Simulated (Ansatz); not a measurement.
# MoN+ (triplet): the correlation ladder, def2-TZVPP

One table from this session's results is given with a row withheld; the runs are named, their logs left out.

The runs use Ansatz 0.2.0, Gaussian basis; def2-TZVPP, core rule «outside noble gas», up to 5 orbitals frozen.

Plan: UHF; ROHF; CCSD(T) on UHF.

2 further runs of the same task are left out: 2 set aside as unsound or not needed.

**What is computed**

The geometry is a PBE0/def2-TZVP stationary point (not a proven minimum). No spin-orbit coupling is included. Elements past krypton take def2 core potentials.

2 atoms, charge 1, spin multiplicity 3.

Atoms are counted from 1 here; the program's logs count them from 0.

Bond lengths: Mo1–N2 1.583 Å.

Set-up of the first run:

File in.yaml:

```yaml
crystal:
  periodic: [false, false, false]
  atoms:
    - {symbol: Mo, position_ang: [0.000000, 0.000000, 0.000000]}
    - {symbol: N, position_ang: [0.000000, 0.000000, 1.583400]}
basis:
  gaussian: {orbitals: def2-TZVPP}
total_charge: 1
magnetization: {spin_polarized: true, initial_magnetization: 2}
hamiltonian: {xc: hf}
output: {orbitals: {seedname: orbitals}}
```

Launch:

```sh
$ ansatz run in.yaml --threads 1 --pin off --events-out ev --progress --plain --max-ram 4096MiB --backend cpu
```

Among the steps run: UHF; ROHF; CCSD(T) on UHF.

One of the session's tables, all rows but one given; the rest of the session is left out.

| method | from UCCSD(T) (kJ/mol) |
| --- | --- |
| ROHF | +1039.4 |
| UHF | +950.0 |
| UMP2 | +124.7 |
| UCCSD | ? |
| UCCSD(T) | 0 |

**Question.** Estimate the row for UCCSD.

As computed: from UCCSD(T) (kJ/mol): +55.9. In the column «from UCCSD(T) (kJ/mol)» it lies between UCCSD(T) (0) and UMP2 (+124.7).

The program flags UCCSD(T) as in doubt (see the logs), so the zero of the table is itself unsure.

Caveats from the session: The determinant is far from a pure spin state, so its energy mixes those of several spin states (harmless only where they are near-degenerate, as at dissociation). The program flags UCCSD(T) as in doubt, so the zero of the table is itself unsure.
